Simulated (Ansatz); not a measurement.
Predict the output of the script below (Ansatz 0.2.0, Python API).

`convert.py`:
```python
'''Write the input file for BaSrNdMnO6 without running it.'''

import ansatz as az
import numpy as np

vectors = np.array([
    [0.0, 4.22504, 4.22504],
    [4.22504, 0.0, 4.22504],
    [4.22504, 4.22504, 0.0],
])
structure = (
    az.Lattice.of(vectors)
    .atom('Ba', [0.25, 0.25, 0.25])
    .atom('Sr', [0.75, 0.75, 0.75])
    .atom('Nd', [0.5, 0.5, 0.5])
    .atom('Mn', [0.0, 0.0, 0.0])
    .atom('O', [0.77231, 0.22769, 0.22769])
    .atom('O', [0.22769, 0.77231, 0.77231])
    .atom('O', [0.77231, 0.77231, 0.22769])
    .atom('O', [0.22769, 0.22769, 0.77231])
    .atom('O', [0.22769, 0.77231, 0.22769])
    .atom('O', [0.77231, 0.22769, 0.77231])
    .moments(Nd=3.9, Mn=5.2)
)

model = structure.calculation()
model = model.functional('pbe').basis(470)
model = model.kpoints(5)
model = model.occupations('fermi_dirac', width=0.1).spin('collinear')
model = model.elastic('clamped_ion')
print(model.to_yaml(atoms='all'))
```

```console
$ python convert.py
crystal:
  lattice:
    - [0.0, 4.22504, 4.22504]
    - [4.22504, 0.0, 4.22504]
    - [4.22504, 4.22504, 0.0]
  atoms:
    - { symbol: Ba, position: [0.25, 0.25, 0.25] }
    - { symbol: Sr, position: [0.75, 0.75, 0.75] }
    - { symbol: Nd, position: [0.5, 0.5, 0.5] }
    - { symbol: Mn, position: [0.0, 0.0, 0.0] }
    - { symbol: O, position: [0.77231, 0.22769, 0.22769] }
    - { symbol: O, position: [0.22769, 0.77231, 0.77231] }
    - { symbol: O, position: [0.77231, 0.77231, 0.22769] }
    - { symbol: O, position: [0.22769, 0.22769, 0.77231] }
    - { symbol: O, position: [0.22769, 0.77231, 0.22769] }
    - { symbol: O, position: [0.77231, 0.22769, 0.77231] }
basis:
  ecutwfc: 470.0
kpoints:
  mp_grid:
    grid: [5, 5, 5]
hamiltonian:
  xc: pbe
magnetization:
  spin_polarized: true
  per_species:
    Mn: 5.2
    Nd: 3.9
scf:
  occupations:
    method: fermi_dirac
    width: 0.1
elastic:
  mode: clamped_ion
```

The input is only written out: it wasn't run, and its settings aren't tested. The structure comes from a database and needn't be a stable phase.
